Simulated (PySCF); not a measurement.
# HO4W (W(O)3(OH)-): the cost of one run

Computed with PySCF 2.14.0. Level: B3LYP, W def2-SVP with ECP60, O def2-SVP, H def2-SVP; scalar-relativistic core potentials, no spin–orbit coupling.

2 further runs of the same task are left out: 2 for a known fault of the program. Runs told in other sessions of the task aren't counted.

## Step 1: The starting structure

6 atoms, charge -1, spin multiplicity 1.

Bond lengths: W1–O2 1.510 Å, W1–O3 1.510 Å, W1–O4 1.510 Å, W1–O5 1.795 Å, O5–H6 0.966 Å. Angles: O2–W1–O3 109.5°, O2–W1–O4 109.5°, O2–W1–O5 109.5°, O3–W1–O4 109.5°, O3–W1–O5 109.5°, O4–W1–O5 109.5°, W1–O5–H6 158.7°.

As a file:

```
W     0.0000    0.0000    0.0000
O     0.8716    0.8716    0.8716
O    -0.8716   -0.8716    0.8716
O     0.8716   -0.8716   -0.8716
O    -1.0365    1.0365   -1.0365
H    -1.6990    1.6990   -1.2703
```

Formal oxidation states: W +6.

## Step 2: SCF at the start, singlet

The input, run.py (the lines that set the calculation):

```python
mol = gto.M(atom='''
W      0.00000     0.00000     0.00000
O      0.87160     0.87160     0.87160
O     -0.87160    -0.87160     0.87160
O      0.87160    -0.87160    -0.87160
O     -1.03650     1.03650    -1.03650
H     -1.69900     1.69900    -1.27030''',
    basis={'W': 'def2-SVP', 'O': 'def2-SVP', 'H': 'def2-SVP'},
    ecp={'W': 'def2-SVP'},
    charge=-1, spin=0)
mf = dft.RKS(mol, xc='B3LYP')
mf.grids.atom_grid = (50, 194)
mf = mf.density_fit()  # fitting sets: W def2-universal-JKFIT, O def2-universal-JKFIT, H def2-universal-JKFIT
mf.conv_tol = 1e-08; mf.max_cycle = 55
mf.kernel(dm0)  # dm0: free metal ions and neutral atoms
```

Launch:

```bash
OMP_NUM_THREADS=2 python run.py
```

**Question.** How long does this run take on 2 threads of Arm Neoverse V2, shared host, and how much memory does it need?

About 1.6 s, with a peak of 0.41 GiB.
